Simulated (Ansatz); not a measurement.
# Li7Nb8O24: the cost of one run

Method: DFT r2SCAN, plane waves, PAW, scalar-relativistic, no spin polarisation, in Ansatz 0.2.0.

## Step 1: Starting point

The cell holds 39 atoms (Li7Nb8O24): a = 7.843 Å, b = 7.843 Å, c = 7.843 Å, α = 85.35°, β = 85.35°, γ = 85.35°.

Its coordinates follow in the input file.

## Step 2: Run 1

80 steps of 1 fs under a Nosé-Hoover thermostat at 500 K.

Input file input.yaml:

```yaml
crystal:
  lattice:
    - [-5.31624, -3.069333, 4.88104]
    - [5.31624, -3.069333, 4.88104]
    - [0.0, 6.138665, 4.88104]
  atoms:
    - { symbol: Li, position: [0.379, 0.379, 0.379] }
    - { symbol: Li, position: [0.621, 0.621, 0.621] }
    - { symbol: Nb, position: [0.1457, 0.1457, 0.1457] }
    - { symbol: Nb, position: [0.8543, 0.8543, 0.8543] }
    - { symbol: O, position: [0.584, 0.3855, 0.7445] }
    - { symbol: O, position: [0.7445, 0.584, 0.3855] }
    - { symbol: O, position: [0.3855, 0.7445, 0.584] }
    - { symbol: O, position: [0.416, 0.6145, 0.2555] }
    - { symbol: O, position: [0.2555, 0.416, 0.6145] }
    - { symbol: O, position: [0.6145, 0.2555, 0.416] }
    - { symbol: Li, position: [0.879, 0.879, 0.379] }
    - { symbol: Li, position: [0.121, 0.121, 0.621] }
    - { symbol: Nb, position: [0.6457, 0.6457, 0.1457] }
    - { symbol: Nb, position: [0.3543, 0.3543, 0.8543] }
    - { symbol: O, position: [0.084, 0.8855, 0.7445] }
    - { symbol: O, position: [0.2445, 0.084, 0.3855] }
    - { symbol: O, position: [0.8855, 0.2445, 0.584] }
    - { symbol: O, position: [0.916, 0.1145, 0.2555] }
    - { symbol: O, position: [0.7555, 0.916, 0.6145] }
    - { symbol: O, position: [0.1145, 0.7555, 0.416] }
    - { symbol: Li, position: [0.121, 0.621, 0.121] }
    - { symbol: Nb, position: [0.6457, 0.1457, 0.6457] }
    - { symbol: Nb, position: [0.3543, 0.8543, 0.3543] }
    - { symbol: O, position: [0.084, 0.3855, 0.2445] }
    - { symbol: O, position: [0.2445, 0.584, 0.8855] }
    - { symbol: O, position: [0.8855, 0.7445, 0.084] }
    - { symbol: O, position: [0.916, 0.6145, 0.7555] }
    - { symbol: O, position: [0.7555, 0.416, 0.1145] }
    - { symbol: O, position: [0.1145, 0.2555, 0.916] }
    - { symbol: Li, position: [0.379, 0.879, 0.879] }
    - { symbol: Li, position: [0.621, 0.121, 0.121] }
    - { symbol: Nb, position: [0.1457, 0.6457, 0.6457] }
    - { symbol: Nb, position: [0.8543, 0.3543, 0.3543] }
    - { symbol: O, position: [0.584, 0.8855, 0.2445] }
    - { symbol: O, position: [0.7445, 0.084, 0.8855] }
    - { symbol: O, position: [0.3855, 0.2445, 0.084] }
    - { symbol: O, position: [0.416, 0.1145, 0.7555] }
    - { symbol: O, position: [0.2555, 0.916, 0.1145] }
    - { symbol: O, position: [0.6145, 0.7555, 0.916] }
total_charge: -1
basis:
  ecutwfc: 500.0
kpoints:
  mp_grid: { grid: [1, 1, 1] }
hamiltonian:
  xc: r2scan
scf:
  occupations: { method: fermi_dirac, width: 0.05 }
  lower_state_search: "off"
  max_iter: 94
md:
  timestep: 1
  n_steps: 80
  ensemble: nvt_nose_hoover
  temperature: 500.0
  initial_velocities: zero
  seed: 636502
  nose_hoover: { tau: 100.0, chain_length: 1 }
```

Command:

```
$ ansatz run input.yaml --threads 4 --pin off --max-ram 10240MiB --backend cpu --events-out ev --progress --plain --runs-dir out
```

What time and memory should one allow on 4 threads of Intel Xeon Platinum 8259CL at 2.50GHz (Skylake/Cascade Lake), shared host?

About 12 min, with a peak of 1.5 GiB.
